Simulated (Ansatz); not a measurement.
# CH₃F₃SeSiZn: how energies converge with the basis set

An exercise on one series of results from a longer session: the logs are not shown, and one member is left open.

Program: Ansatz 0.2.0, Gaussian basis. Level of theory: one geometry, several basis sets. These are calculated values, not measurements.

Plan: PBE0-D4/def2-SVP; ωB97M-V/def2-SVP; PBE0-D4/def2-QZVPP; ωB97M-V/def2-QZVPP; the functionals' def2-TZVPP values are taken from earlier runs.

### The geometry

An earlier PBE0-D4 in a triple-zeta def2 set relaxation fixed the geometry.

SMILES `[CH3][Zn][Se][Si](F)(F)F`, 10 atoms, charge 0, spin multiplicity 1.

Atoms are counted from 1 here; the program's logs count them from 0.

Bond lengths: C1–Zn2 1.933 Å, C1–H8 1.091 Å, C1–H9 1.091 Å, C1–H10 1.091 Å, Zn2–Se3 2.327 Å, Se3–Si4 2.208 Å, Si4–F5 1.576 Å, Si4–F6 1.576 Å, Si4–F7 1.593 Å. Angles: Zn2–C1–H8 109.6°, Zn2–C1–H9 110.6°, Zn2–C1–H10 110.4°, H8–C1–H9 108.8°, H8–C1–H10 108.7°, H9–C1–H10 108.8°, C1–Zn2–Se3 176.3°, Zn2–Se3–Si4 89.5°, Se3–Si4–F5 113.4°, Se3–Si4–F6 113.4°, Se3–Si4–F7 110.7°, F5–Si4–F6 106.1°, F5–Si4–F7 106.4°, F6–Si4–F7 106.3°.

The first run:

Input file in.yaml:

```yaml
crystal:
  periodic: [false, false, false]
  atoms:
    - {symbol: C, position_ang: [0.755790, -2.347444, 0.061085]}
    - {symbol: Zn, position_ang: [0.789088, -0.465267, 0.497988]}
    - {symbol: Se, position_ang: [0.950309, 1.774810, 1.107237]}
    - {symbol: Si, position_ang: [-0.818857, 2.219487, -0.136610]}
    - {symbol: F, position_ang: [-0.529066, 3.254403, -1.289430]}
    - {symbol: F, position_ang: [-2.029579, 2.806634, 0.684016]}
    - {symbol: F, position_ang: [-1.356310, 0.897660, -0.844079]}
    - {symbol: H, position_ang: [0.157583, -2.503429, -0.838424]}
    - {symbol: H, position_ang: [1.766449, -2.717006, -0.120594]}
    - {symbol: H, position_ang: [0.314583, -2.919838, 0.878822]}
basis:
  gaussian: {orbitals: def2-SVP}
hamiltonian: {xc: pbe0, dispersion: d4}
output: {orbitals: {seedname: orbitals}}
```

Among the steps run: PBE0-D4 in def2-SVP; ωB97M-V in def2-SVP; PBE0-D4 in def2-QZVPP; ωB97M-V in def2-QZVPP.

One table of the session follows, with a row left open; its other results are not shown here.

It belongs to the step «Functionals by basis». 

| functional | basis | HOMO (eV) |
| --- | --- | --- |
| PBE0-D4 | def2-SVP | -7.56 |
| PBE0-D4 | def2-TZVPP | -7.67 |
| PBE0-D4 | def2-QZVPP | -7.68 |
| ωB97M-V | def2-SVP | -9.66 |
| ωB97M-V | def2-TZVPP | ? |
| ωB97M-V | def2-QZVPP | -9.82 |

Q: Estimate the row for ωB97M-V, def2-TZVPP from the others.

The run gave: HOMO (eV): -9.80. In the column «HOMO (eV)» it lies between ωB97M-V, def2-QZVPP (-9.82) and ωB97M-V, def2-SVP (-9.66).
